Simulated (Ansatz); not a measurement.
# C3H6F2Si: one species, many methods

The task here is to estimate one member of a computed series from the others.

Computed with Ansatz 0.2.0, Gaussian basis. Level: functionals in def2-TZVPP, the program's frozen cores in correlated methods.

Plan: PBE-D4, r2SCAN-D4, PBE0-D4, B3LYP-D4, ωB97X-V, ωB97M-V, B2PLYP; CCSD(T)/def2-TZVPP; MP2/def2-QZVPP; extrapolation to the limit.

## Structure used throughout

The geometry comes from an earlier relaxation with PBE0-D4 in a triple-zeta def2 set; it is a stationary point, not always the lowest conformer.

SMILES `F/C=C(\[SiH3])CF`, 12 atoms, charge 0, spin multiplicity 1.

Atoms are counted from 1 here; the program's logs count them from 0.

Bond lengths: F1–C2 1.341 Å, C2–C3 1.322 Å, C2–H7 1.083 Å, C3–Si4 1.873 Å, C3–C5 1.493 Å, Si4–H8 1.484 Å, Si4–H9 1.484 Å, Si4–H10 1.488 Å, C5–F6 1.381 Å, C5–H11 1.096 Å, C5–H12 1.096 Å. Angles: F1–C2–C3 121.1°, F1–C2–H7 112.2°, C3–C2–H7 126.7°, C2–C3–Si4 120.4°, C2–C3–C5 120.3°, Si4–C3–C5 119.3°, C3–Si4–H8 111.0°, C3–Si4–H9 111.0°, C3–Si4–H10 107.2°, H8–Si4–H9 109.6°, H8–Si4–H10 109.0°, H9–Si4–H10 109.0°, C3–C5–F6 112.2°, C3–C5–H11 110.8°, C3–C5–H12 110.8°, F6–C5–H11 107.5°, F6–C5–H12 107.5°, H11–C5–H12 107.9°.

The first run:

File in.yaml:

```yaml
crystal:
  periodic: [false, false, false]
  atoms:
    - {symbol: F, position_ang: [-1.697154, 1.012835, 1.464404]}
    - {symbol: C, position_ang: [-0.384508, 0.869611, 1.232974]}
    - {symbol: C, position_ang: [0.054520, 0.148535, 0.215622]}
    - {symbol: Si, position_ang: [-1.153282, -0.698004, -0.938614]}
    - {symbol: C, position_ang: [1.520453, 0.000348, -0.025609]}
    - {symbol: F, position_ang: [2.274378, 0.682605, 0.908995]}
    - {symbol: H, position_ang: [0.220095, 1.399508, 1.959007]}
    - {symbol: H, position_ang: [-1.986627, -1.683741, -0.206907]}
    - {symbol: H, position_ang: [-2.030105, 0.292533, -1.610455]}
    - {symbol: H, position_ang: [-0.350117, -1.411592, -1.967825]}
    - {symbol: H, position_ang: [1.816789, -1.054004, 0.017140]}
    - {symbol: H, position_ang: [1.792559, 0.386165, -1.014734]}
basis:
  gaussian: {orbitals: def2-TZVPP}
hamiltonian: {xc: pbe, dispersion: d4}
output: {forces: true, orbitals: {seedname: orbitals}}
```

Run with:

```console
ansatz run in.yaml --threads 4 --pin off --events-out ev --progress --plain --max-ram 10444MiB
```

Steps of the session up to this table: PBE-D4 (GGA); r2SCAN-D4 (meta-GGA); PBE0-D4 (hybrid); B3LYP-D4 (hybrid); ωB97X-V (range-separated); ωB97M-V (range-separated); B2PLYP (double hybrid); CCSD(T) in def2-TZVPP; MP2 in def2-QZVPP.

One table of the session follows, with a row left open; its other results are not shown here.

It belongs to the step «Atomisation energies». 

| method | atomisation energy (kJ/mol) |
| --- | --- |
| PBE-D4 | 4657.0 |
| r2SCAN-D4 | 4561.5 |
| PBE0-D4 | 4559.6 |
| B3LYP-D4 | 4542.4 |
| ωB97X-V | ? |
| ωB97M-V | 4558.1 |
| B2PLYP | 4496.0 |
| HF/def2-TZVPP | 3316.7 |
| MP2/def2-TZVPP | 4514.8 |
| CCSD/def2-TZVPP | 4355.8 |
| CCSD(T)/def2-TZVPP | 4427.4 |
| MP2/CBS | 4628.4 |
| CCSD(T)/CBS | 4541.0 |

Estimate the missing values for ωB97X-V.

**Answer.** atomisation energy (kJ/mol): 4561.4. In the column «atomisation energy (kJ/mol)» it lies between PBE0-D4 (4559.6) and r2SCAN-D4 (4561.5).

Limits of these values: Free atoms (2 F, 3 C, 1 Si, 6 H) were run apart at each level; the atomisation energy is their sum less the molecule, without zero-point or spin-orbit terms.
